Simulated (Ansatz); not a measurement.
**C₃H₈ClNOSi: a ladder of functionals and wavefunction methods**

How much do the methods differ for C₃H₈ClNOSi? The plan is to run it at one geometry with functionals of several rungs and with coupled cluster, and see how far each lands from CCSD(T) at the basis-set limit for the atomisation energy.

Method: functionals in def2-TZVPP, the program's frozen cores in correlated methods; program: Ansatz 0.2.0, Gaussian basis.

The runs, in order: PBE-D4, r2SCAN-D4, PBE0-D4, B3LYP-D4, ωB97X-V, ωB97M-V, B2PLYP; CCSD(T)/def2-TZVPP; MP2/def2-QZVPP; extrapolation to the limit.

### Step 1. The geometry

The geometry comes from an earlier relaxation with PBE0-D4 in a triple-zeta def2 set; it is a stationary point, not always the lowest conformer.

SMILES `C=C[Si](N)(Cl)OC`, 15 atoms, charge 0, spin multiplicity 1.

Atoms are counted from 1 here; the program's logs count them from 0.

Bond lengths: C1–C2 1.329 Å, C1–H8 1.086 Å, C1–H9 1.086 Å, C2–Si3 1.846 Å, C2–H10 1.090 Å, Si3–N4 1.705 Å, Si3–Cl5 2.064 Å, Si3–O6 1.627 Å, N4–H11 1.006 Å, N4–H12 1.007 Å, O6–C7 1.412 Å, C7–H13 1.091 Å, C7–H14 1.094 Å, C7–H15 1.094 Å. Angles: C2–C1–H8 122.0°, C2–C1–H9 121.6°, H8–C1–H9 116.4°, C1–C2–Si3 125.1°, C1–C2–H10 118.1°, Si3–C2–H10 116.9°, C2–Si3–N4 117.2°, C2–Si3–Cl5 109.2°, C2–Si3–O6 105.2°, N4–Si3–Cl5 104.1°, N4–Si3–O6 109.6°, Cl5–Si3–O6 111.7°, Si3–N4–H11 120.2°, Si3–N4–H12 120.8°, H11–N4–H12 111.9°, Si3–O6–C7 124.7°, O6–C7–H13 108.1°, O6–C7–H14 111.5° and more.

### Step 2. PBE-D4 (GGA)

Input file in.yaml:

```yaml
crystal:
  periodic: [false, false, false]
  atoms:
    - {symbol: C, position_ang: [-1.192834, 2.461183, -0.782862]}
    - {symbol: C, position_ang: [-0.147299, 1.644174, -0.706810]}
    - {symbol: Si, position_ang: [-0.214481, -0.115013, -0.151788]}
    - {symbol: N, position_ang: [0.103036, -1.314764, -1.321588]}
    - {symbol: Cl, position_ang: [-2.123447, -0.546599, 0.503881]}
    - {symbol: O, position_ang: [0.873959, -0.224491, 1.053192]}
    - {symbol: C, position_ang: [1.150186, -1.401879, 1.781901]}
    - {symbol: H, position_ang: [-1.099084, 3.484661, -1.134406]}
    - {symbol: H, position_ang: [-2.188069, 2.140227, -0.490769]}
    - {symbol: H, position_ang: [0.827534, 2.028990, -1.006949]}
    - {symbol: H, position_ang: [-0.650896, -1.712812, -1.856009]}
    - {symbol: H, position_ang: [0.969742, -1.318917, -1.834715]}
    - {symbol: H, position_ang: [2.106839, -1.270521, 2.289850]}
    - {symbol: H, position_ang: [1.210503, -2.274672, 1.124713]}
    - {symbol: H, position_ang: [0.374311, -1.579557, 2.532350]}
basis:
  gaussian: {orbitals: def2-TZVPP}
hamiltonian: {xc: pbe, dispersion: d4}
output: {forces: true, orbitals: {seedname: orbitals}}
```

On the command line:

```
$ ansatz run in.yaml --threads 2 --pin off --events-out ev --progress --plain --max-ram 32768MiB --backend cuda --devices 0, --max-vram 18GiB
```

Further steps of the session: r2SCAN-D4 (meta-GGA); PBE0-D4 (hybrid); B3LYP-D4 (hybrid); ωB97X-V (range-separated); ωB97M-V (range-separated); B2PLYP (double hybrid); CCSD(T) in def2-TZVPP; MP2 in def2-QZVPP.

**Question.** What will the summary of the whole plan be? Wanted: atomisation energy, CCSD(T)/CBS; farthest; mean size of error, hybrid; mean size of error, range-separated; gap, smallest and largest; T1 diagnostic; triples share of the correlation energy.

As calculated:

| quantity | value |
| --- | --- |
| atomisation energy, CCSD(T)/CBS | 5927.5 kJ/mol |
| functionals within 29.6 kJ/mol (0.5 %) | r2SCAN-D4, PBE0-D4, B3LYP-D4, ωB97X-V, ωB97M-V |
| farthest | PBE-D4 (+110.3 kJ/mol) |
| mean size of error, hybrid | 5.6 kJ/mol |
| mean size of error, range-separated | 15.5 kJ/mol |
| gap, smallest and largest | 4.80 eV (PBE-D4), 11.83 eV (ωB97X-V) |
| T1 diagnostic | 0.0108 |
| triples share of the correlation energy | 4.0 % |

**Reading.** PBE-D4 misses by +110.3 kJ/mol. Double hybrids carry the basis error of their MP2 part in triple zeta, and no dispersion term here, so their miss is partly the set-up's. The reference freezes the cores and leaves out relativity and excitations past (T), so misses under about 29.6 kJ/mol can't be ranked. Hartree-Fock recovers 73 % of the binding; the rest is correlation. Orbital gaps span 4.8 to 11.8 eV; exact exchange widens them.
